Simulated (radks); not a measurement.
**Li⁻ held by a Watson sphere**

The task here is to estimate one member of a computed series from the others.

Program: radks (a radial shooting solver on a logarithmic mesh, Libxc functionals) version 1. Level of theory: non-relativistic Kohn-Sham, LDA (Slater exchange, VWN5 correlation), spin-polarised, spherical densities, point nucleus. These are calculated values, not measurements, unless marked.

## What is computed

```
element       : lithium (Z = 3)
charge        : -1
electrons     : 4
configuration : [He] 2s2
```

Outer shells as boxes (Hund's rule):

Li⁻
```
[He] core
2s [↑↓]
```

Set-up of the first run:

The run's settings:

```text
Z 3
configuration [He] 2s2
relativity non-relativistic
functional lda,vwn5
spin polarised
nucleus point
watson charge 1 radius 1.64 bohr
response adiabatic LDA kernel
```

Among the steps run: R = 1.64 bohr; R = 2.01 bohr; R = 3.04 bohr; R = 3.1 bohr; R = 3.3 bohr; R = 3.49 bohr.

One of the session's tables, all rows but one given; the rest of the session is left out.

```
R (bohr)  highest level (eV)  its <r> (bohr)  sum of <r²> (bohr²)  α (bohr³)
    1.64              -4.712           3.124                24.13      79.82
    2.01              -4.577           3.229                25.60      86.90
    3.04              -4.078           3.598                31.25      120.4
     3.1                   ?               ?                    ?          ?
     3.3              -3.943           3.695                32.89      131.7
    3.49              -3.845           3.765                34.11      140.6
```

**Question.** Estimate the row for R (bohr) = 3.1.

Worked estimate for «highest level (eV)». A straight line through the neighbours (3.04, -4.078) and (3.3, -3.943) gives -4.078 + (-3.943 + 4.078) × (3.1 − 3.04) / (3.3 − 3.04) = -4.047; a parabola fitted to 4 rows on both sides gives -4.047.

**Answer.** highest level (eV): -4.047; its <r> (bohr): 3.620; sum of <r²> (bohr²): 31.62; α (bohr³): 122.9. In «highest level (eV)» the line misses by 0.000 and the parabola by 0.000.

What this shows: From R = 1.64 to 3.49 bohr the top level moves from -4.712 to -3.845 eV and its mean radius from 3.12 to 3.77 bohr. A wider sphere makes a shallower well, so the ion swells. Response by self-consistent Sternheimer equations with the Hartree and adiabatic LDA kernel.
